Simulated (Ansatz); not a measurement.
# KAl3O: the cost of one run

Method: DFT PBE, scalar-relativistic, plane waves, PAW, in Ansatz 0.2.0.

**1. The starting structure**

It takes space group Pm-3m (No. 221, cubic). Conventional cell: a = 4.597 Å, b = 4.597 Å, c = 4.597 Å, α = 90.00°, β = 90.00°, γ = 90.00°. K (site symmetry m-3m) has 12 Al at 3.25 Å in its first shell of neighbours. Al (site symmetry 4/mmm) has 2 O at 2.30 Å in its first shell of neighbours. O (site symmetry m-3m) has 6 Al at 2.30 Å in its first shell of neighbours.

Coordinates:

```
CELL_PARAMETERS angstrom
4.59735 0.00000 0.00000
0.00000 4.59735 0.00000
0.00000 0.00000 4.59735
ATOMIC_POSITIONS crystal
K 0.00000 0.00000 0.00000
Al 0.00000 0.50000 0.50000
Al 0.50000 0.00000 0.50000
Al 0.50000 0.50000 0.00000
O 0.50000 0.50000 0.50000
```

Recipe of the guess: species swapped into a database cell of CsHgBr3 (Pm-3m, No. 221), with K on the Cs sites, O on the Hg sites and Al on the Br sites. Its size is a rough estimate.

**2. Probe: one point on a coarse mesh**

File input.yaml:

```yaml
crystal:
  lattice:
    - [4.5973501, 0.0, 0.0]
    - [0.0, 4.5973501, 0.0]
    - [0.0, 0.0, 4.5973501]
  atoms:
    - { symbol: K, position: [0.0, 0.0, 0.0] }
    - { symbol: Al, position: [0.0, 0.5, 0.5] }
    - { symbol: Al, position: [0.5, 0.0, 0.5] }
    - { symbol: Al, position: [0.5, 0.5, 0.0] }
    - { symbol: O, position: [0.5, 0.5, 0.5] }
basis:
  ecutwfc: 420
kpoints:
  mp_grid: { grid: [4, 4, 4] }
hamiltonian:
  xc: pbe
scf:
  occupations: { method: gaussian, width: 0.1 }
  lower_state_search: "off"
output:
  forces: true
  stress: true
  eigenvalues: true
```

On the command line:

```console
ansatz run input.yaml --threads 1 --pin off --max-ram 2560MiB --backend cpu --events-out ev --progress --plain --runs-dir out
```

What time and memory should one allow on 1 thread of Intel Xeon at 2.50GHz (Skylake/Cascade Lake), shared host?

About 3 s, with a peak of 0.33 GiB.
